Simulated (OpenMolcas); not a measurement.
# ZrO (SMILES [O][Zr]) at RI-MP2/def2-TZVPP (RICD fitting, core potential, fitting threshold 0.001)

Aim: the energy change on altering one bond length of ZrO at RI-MP2/def2-TZVPP (RICD fitting, core potential, fitting threshold 0.001), from 2 runs. 

The results are computed with OpenMolcas 26.06.

### Step 1. The system as given

ZrO has 2 atoms, charge 0, and is taken as a singlet. SMILES: `[O][Zr]`. Geometry: the measured bond length.

Bond lengths: O1–Zr2 1.712 Å.

### Step 2. Energy and forces at RI-MP2/def2-TZVPP (RICD fitting, core potential, fitting threshold 0.001)

Input file geom.xyz:

```xyz
2

O      0.000000     0.000000     0.000000
Zr     0.000000     0.000000     1.711600
```

Input file job.inp:

```
&GATEWAY
  BASLIB = $CurrDir
  COORD = geom.xyz
  BASIS = def2-TZVPP
  GROUP = NoSym
  RICD
  CDTHRESHOLD = 0.001

&SEWARD

&SCF
  PRORBITALS = 0

&MBPT2
  FROZEN = 1
  GRDT

&ALASKA
```

The basis set def2-TZVPP is read from a file made from the Basis Set Exchange's data (not shown).

Started as:

```bash
export MOLCAS_MEM=1860
pymolcas job.inp > job.log
```

What it wrote:

```text
--- Start Module: gateway ---
[...]
--- Stop Module: gateway /rc=_RC_ALL_IS_WELL_ ---
[...]
      Basis functions           87
[...]
       Convergence after  13 Iterations
[...]
::    Total SCF energy                               -121.3216589467
[...]
      Total spin, S                                     0.0000000000
[...]
      Total electronic charge=   20.000000
      Total            charge=   -0.000000
[...]
--- Start Module: mbpt2 ---
[...]
WARNING!
Default frozen orbitals as non valence orbitals is overwritten by user input.
Default values:   1
[...]
       Reference weight ( Cref**2 )         =        0.84370
::    Total MBPT2 energy                             -121.8871532782
[...]
      Dipole Moment (debye):
      Origin of the operator (angstrom)=    0.0000    0.0000    1.4531
                   X=  1.1814E-11               Y= -1.7700E-12               Z=  5.7985E+00           Total=  5.7985E+00
      Quadrupole Moment (debye*angstrom):
[...]
--- Stop Module: mbpt2 /rc=_RC_ALL_IS_WELL_ ---
[...]
--- Start Module: alaska ---
[...]
 *              Molecular gradients               *
 **************************************************
  Irreducible representation: a
 ------------------------------------------------------------------------------------------
                              X                       Y                       Z
 ------------------------------------------------------------------------------------------
  O1                5.53356923496573E-14   -6.47649462861423E-14    3.19180374953127E-02
  ZR2              -5.53356923496507E-14    6.47649462861429E-14   -3.19180374954566E-02
 ------------------------------------------------------------------------------------------
--- Stop Module: alaska /rc=_RC_ALL_IS_WELL_ ---
[...]
```

Run time: 11 s. Hardware: 1 thread of Arm Neoverse V1, shared host; peak memory 0.11 GiB.

### Step 3. The distorted shape, same level

Input file geom.xyz:

```xyz
2

O      0.000000     0.000000    -2.567400
Zr     0.000000     0.000000     1.711600
```

Input file job.input:

```
* OZr RI-MP2
>>> EXPORT MOLCAS_PRINT=2

&gateway
 baslib
 $CurrDir
 coord
 geom.xyz
 basis
 def2-TZVPP
 group
 NoSym
 ricd
 cdthreshold
 0.001

&seward

&scf
 prorbitals
 0

&mbpt2
 frozen
 1
 grdt

&alaska
```

The basis set def2-TZVPP is read from a file made from the Basis Set Exchange's data (not shown).

Started as:

```bash
export MOLCAS_MEM=1860
pymolcas job.input > job.log
```

What it wrote:

```text
--- Start Module: gateway ---
[...]
--- Stop Module: gateway /rc=_RC_ALL_IS_WELL_ ---
[...]
      Basis functions           87
[...]
       Convergence after  18 Iterations
[...]
::    Total SCF energy                               -121.0671571280
[...]
      Total spin, S                                     0.0000000000
[...]
      Total electronic charge=   20.000000
      Total            charge=   -0.000000
[...]
--- Start Module: mbpt2 ---
[...]
WARNING!
Default frozen orbitals as non valence orbitals is overwritten by user input.
Default values:   1
[...]
       Reference weight ( Cref**2 )         =        0.86649
::    Total MBPT2 energy                             -121.5105130836
[...]
      Dipole Moment (debye):
      Origin of the operator (angstrom)=    0.0000    0.0000    1.0653
                   X= -2.1126E-08               Y=  1.4167E-08               Z= -2.8450E-01           Total=  2.8450E-01
      Quadrupole Moment (debye*angstrom):
[...]
--- Stop Module: mbpt2 /rc=_RC_ALL_IS_WELL_ ---
[...]
--- Start Module: alaska ---
[...]
 *              Molecular gradients               *
 **************************************************
  Irreducible representation: a
 ------------------------------------------------------------------------------------------
                              X                       Y                       Z
 ------------------------------------------------------------------------------------------
  O1               -4.41457012984742E-11    7.14704706035070E-11    5.92713498503317E-04
  ZR2               4.41457012984593E-11   -7.14704706034963E-11   -5.92713498407171E-04
 ------------------------------------------------------------------------------------------
--- Stop Module: alaska /rc=_RC_ALL_IS_WELL_ ---
[...]
```

It took 12 s on 1 thread of Arm Neoverse V1, shared host; peak memory 0.11 GiB.

### Step 4. What came out

At RI-MP2/def2-TZVPP (RICD fitting, core potential, fitting threshold 0.001), 1 core orbital frozen:

| quantity | value |
| --- | --- |
| first shape: total energy | -121.88715 Eh |
| first shape: dipole moment (mean-field density) | 7.77 D |
| first shape: HOMO energy (Hartree–Fock orbitals) | -4.93 eV |
| first shape: LUMO energy (Hartree–Fock orbitals) | -0.38 eV |
| first shape: HOMO–LUMO gap (Hartree–Fock orbitals) | 4.55 eV |
| first shape: correlation energy (1 core orbital frozen) | -565.5 mEh |
| first shape: largest force on an atom | 1.641 eV/Å |
| distorted shape: total energy | -121.51051 Eh |
| distorted shape: dipole moment (mean-field density) | 0.51 D |
| distorted shape: HOMO energy (Hartree–Fock orbitals) | -5.87 eV |
| distorted shape: LUMO energy (Hartree–Fock orbitals) | -0.58 eV |
| distorted shape: HOMO–LUMO gap (Hartree–Fock orbitals) | 5.29 eV |
| distorted shape: correlation energy (1 core orbital frozen) | -443.4 mEh |
| distorted shape: largest force on an atom | 0.030 eV/Å |
| energy change with the O1–Zr2 bond stretched from 1.712 to 4.279 Å | 10.249 eV |

What this shows: One bond (distorted shape) is far stretched, which a spin-restricted single reference describes badly; perturbation theory on it can break down and give far too much correlation. With the O1–Zr2 bond stretched from 1.712 to 4.279 Å the energy rises by 10.25 eV (989 kJ/mol). The first shape isn't relaxed at this level, so the change isn't measured from a minimum. A restricted reference can't describe the breaking bond well at this length. The largest force (first shape) is 1.64 eV/Å: the shape isn't a stationary point for this species at this level.
